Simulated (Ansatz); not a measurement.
**C2H3Cl2FSi2: vertical ionisation energy**

An exercise on one series of results from a longer session: the logs are not shown, and one member is left open.

Method: unrestricted cation, the program's frozen cores in correlated methods; program: Ansatz 0.2.0, Gaussian basis.

Levels to be run: UKS PBE-D4/def2-TZVPP; UKS r2SCAN-D4/def2-TZVPP; UKS PBE0-D4/def2-TZVPP; UKS B3LYP-D4/def2-TZVPP; UKS wB97X-V/def2-TZVPP; UKS wB97M-V/def2-TZVPP; UKS B2PLYP/def2-TZVPP; UHF-CCSD(T)/def2-TZVPP; UHF-MP2/def2-QZVPP; extrapolation to the limit; then −ε(HOMO) from the neutral's earlier runs with LDA (SPW92), PBE-D4, revPBE-D4, BLYP-D4, r2SCAN-D4, B97M-V, PBE0-D4, B3LYP-D4, r2SCANh-D4, r2SCAN0-D4, HSE06-D4, BHLYP-D4, CAM-B3LYP-D4, LC-ωPBE, ωB97X-V, ωB97M-V.

### The relaxed structure

The geometry comes from an earlier relaxation with PBE0-D4 in a triple-zeta def2 set; it is a stationary point, not always the lowest conformer.

SMILES `F[SiH](Cl)C#C[SiH2]Cl`, 10 atoms, charge 0, spin multiplicity 1.

Atoms are counted from 1 here; the program's logs count them from 0.

Bond lengths: F1–Si2 1.585 Å, Si2–Cl3 2.030 Å, Si2–C4 1.813 Å, Si2–H8 1.470 Å, C4–C5 1.213 Å, C5–Si6 1.824 Å, Si6–Cl7 2.045 Å, Si6–H9 1.477 Å, Si6–H10 1.477 Å. Angles: F1–Si2–Cl3 108.5°, F1–Si2–C4 108.7°, F1–Si2–H8 108.8°, Cl3–Si2–C4 109.2°, Cl3–Si2–H8 109.7°, C4–Si2–H8 111.8°, Si2–C4–C5 178.0°, C4–C5–Si6 179.2°, C5–Si6–Cl7 109.0°, C5–Si6–H9 109.1°, C5–Si6–H10 109.2°, Cl7–Si6–H9 108.9°, Cl7–Si6–H10 108.9°, H9–Si6–H10 111.7°.

Set-up of the first run:

The input, in.yaml:

```yaml
crystal:
  periodic: [false, false, false]
  atoms:
    - {symbol: F, position_ang: [-2.504055, 0.159786, -2.160157]}
    - {symbol: Si, position_ang: [-2.043470, -0.804775, -0.989974]}
    - {symbol: Cl, position_ang: [-3.493194, -0.834288, 0.430107]}
    - {symbol: C, position_ang: [-0.513360, -0.153934, -0.268284]}
    - {symbol: C, position_ang: [0.525486, 0.241612, 0.217998]}
    - {symbol: Si, position_ang: [2.076631, 0.859958, 0.952277]}
    - {symbol: Cl, position_ang: [3.539578, -0.547754, 0.703220]}
    - {symbol: H, position_ang: [-1.857090, -2.157101, -1.536429]}
    - {symbol: H, position_ang: [2.480389, 2.098824, 0.256122]}
    - {symbol: H, position_ang: [1.872386, 1.086272, 2.397821]}
basis:
  gaussian: {orbitals: def2-TZVPP}
total_charge: 1
magnetization: {spin_polarized: true, initial_magnetization: 1}
hamiltonian: {xc: pbe, dispersion: d4}
```

Among the steps run: Cation, UKS PBE-D4/def2-TZVPP; Cation, UKS r2SCAN-D4/def2-TZVPP; Cation, UKS PBE0-D4/def2-TZVPP; Cation, UKS B3LYP-D4/def2-TZVPP; Cation, UKS wB97X-V/def2-TZVPP; Cation, UKS wB97M-V/def2-TZVPP; Cation, UKS B2PLYP (frozen core)/def2-TZVPP; Cation, UHF-CCSD(T)/def2-TZVPP; Cation, UHF-MP2/def2-QZVPP.

One table of the session follows, with a row left open; its other results are not shown here.

It belongs to the step «Ionisation energies side by side». Orbital estimates, from the neutral's runs:

```
  functional  −ε(HOMO) (eV)
 LDA (SPW92)           7.75
      PBE-D4           7.61
   revPBE-D4           7.55
     BLYP-D4           7.44
   r2SCAN-D4           7.90
      B97M-V           7.93
     PBE0-D4           8.86
    B3LYP-D4           8.60
  r2SCANh-D4           8.36
  r2SCAN0-D4           9.05
    HSE06-D4              ?
    BHLYP-D4           9.92
CAM-B3LYP-D4          10.18
     LC-ωPBE          11.60
     ωB97X-V          11.20
     ωB97M-V          11.05
```

Q: Estimate the row for HSE06-D4 from the others.

As computed: −ε(HOMO) (eV): 8.45. In the column «−ε(HOMO) (eV)» it lies between r2SCANh-D4 (8.36) and B3LYP-D4 (8.60).
